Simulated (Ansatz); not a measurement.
## KEu₃, space group Pm-3m: a breakdown of dispersion, smearing and cutoff terms, step by step

Computed with Ansatz 0.2.0 through its Python package.

Interactive session:
```pycon
>>> import ansatz as az
>>> structure = (
...     az.Lattice.from_parameters(5.88504, 5.88504, 5.88504, alpha=90.0, beta=90.0, gamma=90.0)
...     .atom("K", (0.0, 0.0, 0.0))
...     .atom("Eu", (0.0, 0.5, 0.5))
...     .atom("Eu", (0.5, 0.0, 0.5))
...     .atom("Eu", (0.5, 0.5, 0.0))
...     .moments(Eu=4.9)
... )
>>> calculation = structure.calculation().occupations("Fermi-Dirac", width=0.15).spin("collinear").kpoints(length=24)
>>> with_term = calculation.functional("rpbe", dispersion="d3bj").basis(340).cutoff_correction(490).run().report
DeckWarning: basis.ecutwfc = 340 eV is below the records' recommended 420 eV, and the density's cutoff is lower with it unless basis.ecutrho_ratio is high enough to keep the records' density cutoff: compare with a run at a higher cutoff
DeckWarning: where an SCF of this run starts from atoms to list the orders of its open shells, Eu (sites 1, 2, 3, from 0) starts with 6.32 μB on its 4f shell, in the place of the 4.90 μB that the deck gives it: an open f shell starts with all that it can hold by Hund's first rule. To start from spheres of the given moment, type scf.initial_density.shell_occupations: []
>>> without = calculation.functional("rpbe").basis(340).run().report
>>> finer = calculation.functional("rpbe").basis(490).run().report
>>> removed = az.free_energy_without(with_term, az.EnergyTerm.DISPERSION)
>>> print(f"dispersion term            {with_term['components']['e_disp']:.5f} eV")
dispersion term            -4.64168 eV
>>> print(f"F less dispersion          {removed:.5f} eV, run without it {without['free_energy_ev']:.5f} eV")
F less dispersion          -27873.56700 eV, run without it -27873.56700 eV
>>> print(f"F less smearing term       {az.free_energy_without(without, az.EnergyTerm.SMEARING):.5f} eV")
F less smearing term       -27872.97120 eV
>>> print(f"estimated gain to 490 eV   {with_term['cutoff_correction']['energy_ev']:.5f} eV, found {finer['free_energy_ev'] - without['free_energy_ev']:.5f} eV")
estimated gain to 490 eV   -0.03312 eV, found -0.03341 eV
```

Caveats:
- Total energies depend on the potentials; only differences at equal settings carry meaning. A total without «per atom» is that of the cell as typed.
- The cutoff lies under the one recommended for these potentials in some of the runs.
- Open f shells: without a Hubbard U, without spin-orbit coupling; the state reached hangs on the start and needn't be the lowest.
- Dispersion corrections can be off by several per cent in the lattices of metals, and by several GPa in the pressure at a fixed cell.
- The mesh is modest for a metal, so energies can be off by several to tens of meV an atom and pressures by half a GPa or more; differences at equal mesh fare better.
- The smearing is wide enough that free energy and stress hold a thermal part of the electrons.
- The structure comes from a database of computed cells and needn't be a stable or known phase.
- Warnings are shown shortened and without file and line.
- The whole script took 66 s on 1 thread of Arm Neoverse V2 (shared host), peak memory 0.68 GiB.
